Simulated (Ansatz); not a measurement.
# C₂H₃O₃Si radical: a ladder of functionals

The task here is to estimate one member of a computed series from the others.

Program: Ansatz 0.2.0, Gaussian basis. Level of theory: functionals in def2-TZVPP. These are calculated values, not measurements.

Plan: LDA (SPW92), PBE-D4, revPBE-D4, BLYP-D4, r2SCAN-D4, B97M-V, PBE0-D4, B3LYP-D4, r2SCANh-D4, r2SCAN0-D4, HSE06-D4, BHLYP-D4, CAM-B3LYP-D4, LC-ωPBE.

## The relaxed structure

All runs share one geometry, relaxed beforehand with PBE0-D4 in a triple-zeta def2 set.

9 atoms, charge 0, spin multiplicity 2.

Atoms are counted from 1 here; the program's logs count them from 0.

Bond lengths: C1–C2 1.213 Å, C2–Si3 1.835 Å, Si3–O4 1.623 Å, Si3–O5 1.623 Å, Si3–O6 1.623 Å, O4–H7 0.958 Å, O5–H8 0.958 Å, O6–H9 0.958 Å. Angles: C1–C2–Si3 180.0°, C2–Si3–O4 109.6°, C2–Si3–O5 109.6°, C2–Si3–O6 109.5°, O4–Si3–O5 109.4°, O4–Si3–O6 109.4°, O5–Si3–O6 109.4°, Si3–O4–H7 118.4°, Si3–O5–H8 118.4°, Si3–O6–H9 118.4°.

Set-up of the first run:

in.yaml

```yaml
crystal:
  periodic: [false, false, false]
  atoms:
    - {symbol: C, position_ang: [1.915464, -1.943839, 0.552311]}
    - {symbol: C, position_ang: [1.082821, -1.095826, 0.309871]}
    - {symbol: Si, position_ang: [-0.177953, 0.186731, -0.056298]}
    - {symbol: O, position_ang: [0.511387, 1.654868, -0.012521]}
    - {symbol: O, position_ang: [-0.802507, -0.070249, -1.531600]}
    - {symbol: O, position_ang: [-1.362622, 0.114733, 1.050038]}
    - {symbol: H, position_ang: [1.256531, 1.825922, -0.589970]}
    - {symbol: H, position_ang: [-1.206271, -0.919733, -1.714032]}
    - {symbol: H, position_ang: [-1.128348, 0.201293, 1.975001]}
basis:
  gaussian: {orbitals: def2-TZVPP}
magnetization: {spin_polarized: true, initial_magnetization: 1}
hamiltonian: {xc: lda}
output: {orbitals: {seedname: orbitals}}
```

Command:

```bash
ansatz run in.yaml --threads 2 --pin off --events-out ev --progress --plain --max-ram 32768MiB --backend cpu
```

Steps of the session up to this table: LDA; PBE-D4 (GGA); revPBE-D4 (GGA); BLYP-D4 (GGA); r2SCAN-D4 (meta-GGA); B97M-V (meta-GGA); B3LYP-D4 (hybrid); r2SCANh-D4 (hybrid); r2SCAN0-D4 (hybrid); HSE06-D4 (hybrid); BHLYP-D4 (hybrid); CAM-B3LYP-D4 (range-separated); LC-ωPBE (range-separated).

One table of the session follows, with a row left open; its other results are not shown here.

It belongs to the step «Orbital energies across the functionals». 

| functional | HOMO (eV) | LUMO (eV) | gap (eV) |
| --- | --- | --- | --- |
| LDA (SPW92) | -7.30 | -6.68 | 0.62 |
| PBE-D4 | ? | ? | ? |
| revPBE-D4 | -7.06 | -5.92 | 1.14 |
| BLYP-D4 | -6.98 | -6.25 | 0.73 |
| r2SCAN-D4 | -7.40 | -5.36 | 2.05 |
| B97M-V | -7.38 | -5.87 | 1.51 |
| PBE0-D4 | -8.47 | -4.80 | 3.67 |
| B3LYP-D4 | -8.23 | -5.43 | 2.80 |
| r2SCANh-D4 | -7.90 | -4.91 | 2.99 |
| r2SCAN0-D4 | -8.64 | -4.26 | 4.38 |
| HSE06-D4 | -8.06 | -5.19 | 2.87 |
| BHLYP-D4 | -9.63 | -3.78 | 5.85 |
| CAM-B3LYP-D4 | -9.90 | -3.93 | 5.97 |
| LC-ωPBE | -11.36 | -2.09 | 9.27 |

Estimate the missing values for PBE-D4.

**Answer.** HOMO (eV): -7.13; LUMO (eV): -6.11; gap (eV): 1.03. In the column «HOMO (eV)» it lies between LDA (SPW92) (-7.30) and revPBE-D4 (-7.06).
